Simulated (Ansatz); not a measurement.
# AlFH4OSi: ionisation energy by level of theory

The task here is to estimate one member of a computed series from the others.

Computed with Ansatz 0.2.0, Gaussian basis. Level: unrestricted cation, the program's frozen cores in correlated methods.

Plan: UKS PBE-D4/def2-TZVPP; UKS r2SCAN-D4/def2-TZVPP; UKS PBE0-D4/def2-TZVPP; UKS B3LYP-D4/def2-TZVPP; UKS wB97X-V/def2-TZVPP; UKS wB97M-V/def2-TZVPP; UKS B2PLYP/def2-TZVPP; UHF-CCSD(T)/def2-TZVPP; UHF-CCSD(T)/def2-QZVPP; extrapolation to the limit; then −ε(HOMO) from the neutral's earlier runs with LDA (SPW92), PBE-D4, revPBE-D4, BLYP-D4, r2SCAN-D4, B97M-V, PBE0-D4, B3LYP-D4, r2SCANh-D4, r2SCAN0-D4, HSE06-D4, BHLYP-D4, CAM-B3LYP-D4, LC-ωPBE, ωB97X-V, ωB97M-V.

### The relaxed structure

The geometry comes from an earlier relaxation with PBE0-D4 in a triple-zeta def2 set; it is a stationary point, not always the lowest conformer.

SMILES `[F][AlH][O][SiH3]`, 8 atoms, charge 0, spin multiplicity 1.

Atoms are counted from 1 here; the program's logs count them from 0.

Bond lengths: F1–Al2 1.644 Å, Al2–O3 1.670 Å, Al2–H5 1.562 Å, O3–Si4 1.628 Å, Si4–H6 1.486 Å, Si4–H7 1.486 Å, Si4–H8 1.486 Å. Angles: F1–Al2–O3 119.0°, F1–Al2–H5 119.1°, O3–Al2–H5 121.8°, Al2–O3–Si4 168.5°, O3–Si4–H6 109.6°, O3–Si4–H7 109.6°, O3–Si4–H8 110.6°, H6–Si4–H7 109.1°, H6–Si4–H8 109.0°, H7–Si4–H8 109.0°.

The first run:

Contents of in.yaml:

```yaml
crystal:
  periodic: [false, false, false]
  atoms:
    - {symbol: F, position_ang: [-1.336382, -2.139089, 1.415323]}
    - {symbol: Al, position_ang: [-0.738873, -0.613719, 1.556609]}
    - {symbol: O, position_ang: [-0.020950, 0.101820, 0.229635]}
    - {symbol: Si, position_ang: [0.613745, 0.516546, -1.211390]}
    - {symbol: H, position_ang: [-0.859132, 0.126426, 2.927139]}
    - {symbol: H, position_ang: [-0.329494, 1.409921, -1.933223]}
    - {symbol: H, position_ang: [1.898294, 1.233578, -1.001266]}
    - {symbol: H, position_ang: [0.864892, -0.692582, -2.038726]}
basis:
  gaussian: {orbitals: def2-TZVPP}
total_charge: 1
magnetization: {spin_polarized: true, initial_magnetization: 1}
hamiltonian: {xc: pbe, dispersion: d4}
```

On the command line:

```bash
> ansatz run in.yaml --threads 2 --pin off --events-out ev --progress --plain --max-ram 22528MiB --backend cpu
```

Steps of the session up to this table: Cation, UKS PBE-D4/def2-TZVPP; Cation, UKS r2SCAN-D4/def2-TZVPP; Cation, UKS PBE0-D4/def2-TZVPP; Cation, UKS B3LYP-D4/def2-TZVPP; Cation, UKS wB97X-V/def2-TZVPP; Cation, UKS wB97M-V/def2-TZVPP; Cation, UKS B2PLYP (frozen core)/def2-TZVPP; Cation, UHF-CCSD(T)/def2-TZVPP; Cation, UHF-CCSD(T)/def2-QZVPP.

One table of the session follows, with a row left open; its other results are not shown here.

It belongs to the step «Ionisation energies side by side». For comparison, −ε(HOMO) of the neutral from earlier runs:

| functional | −ε(HOMO) (eV) |
| --- | --- |
| LDA (SPW92) | 7.58 |
| PBE-D4 | 7.50 |
| revPBE-D4 | ? |
| BLYP-D4 | 7.42 |
| r2SCAN-D4 | 7.85 |
| B97M-V | 7.96 |
| PBE0-D4 | 8.93 |
| B3LYP-D4 | 8.72 |
| r2SCANh-D4 | 8.38 |
| r2SCAN0-D4 | 9.17 |
| HSE06-D4 | 8.53 |
| BHLYP-D4 | 10.31 |
| CAM-B3LYP-D4 | 10.37 |
| LC-ωPBE | 11.73 |
| ωB97X-V | 11.39 |
| ωB97M-V | 11.23 |

**Question.** Estimate the row for revPBE-D4.

The run gave: −ε(HOMO) (eV): 7.46. In the column «−ε(HOMO) (eV)» it lies between BLYP-D4 (7.42) and PBE-D4 (7.50).

Caveats from the session: The cation may have settled in a state other than its lowest; no search over hole states beyond the program's own was made.
